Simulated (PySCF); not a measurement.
# MgH4Se, a complex of two parts: interaction energy

Aim: the interaction energy of `[MgH2]` with `[SeH2]`.

Programs: PySCF 2.14.0. All values are calculated, for the isolated system unless a continuum is named. Atoms count from 0, parts from 1.

## 1. Starting point

6 atoms, charge 0, multiplicity 1; geometry: GFN2-xTB. Parts: 1 = atoms 0–2, `[MgH2]`, charge 0; 2 = atoms 3–5, `[SeH2]`, charge 0.

## 2. Optimising the geometry at PBE0-D3(BJ)/def2-SVPD

The job: settings as JSON, then the geometry in Å.

```
{"job": {"xc": "PBE0", "basis": "def2-SVPD", "d3": "d3bj", "grid": 2, "kind": "geom", "shake": 0.01}, "charge": 0, "multiplicity": 1, "parts": [{"atoms": "0-2", "charge": 0, "multiplicity": 1}, {"atoms": "3-5", "charge": 0, "multiplicity": 1}]}
Mg    -0.057922    -0.062270    -0.174724
H     -1.067120     1.236528     0.036138
H      0.934425    -1.223488    -0.589412
Se     0.408362    -0.128341     3.212971
H      0.086091     1.246698     3.487871
H      1.759535     0.069167     3.556488
```

Started as:

```bash
$ OMP_NUM_THREADS=1 python cluster_run.py task.json out
```

This one command runs all jobs of the session in turn.

**Question.** The jobs that follow are: CCSD(T)/aug-cc-pVDZ and MP2/aug-cc-pVTZ counterpoise interaction energy, frozen core, gas phase. Predict: point group; rotational constants (main isotopes); interaction energy, CCSD(T) limit estimate; MP2/aug-cc-pVTZ; T1 diagnostic.

As calculated:

```
                                  quantity                  value
                               point group                     C1
      rotational constants (main isotopes)  50.00, 2.89, 2.79 GHz
interaction energy, CCSD(T) limit estimate         -8.07 kcal/mol
                           MP2/aug-cc-pVTZ         -7.99 kcal/mol
                             T1 diagnostic                 0.0069
```

The optimisation took 9 steps and gained 0.271 eV; among the close pairs (by a distance rule), Mg0–Se3 changed most, from 3.420 to 2.938 Å. The interaction energy leaves out the deformation of the parts, 1.42 kcal/mol (MP2); added to the CCSD(T) estimate it gives a binding of about -6.65 kcal/mol. The estimate adds CCSD(T) less MP2 in the small basis (+0.21 kcal/mol) to extrapolated MP2. Hartree-Fock gives -5.58 against -8.07 kcal/mol.
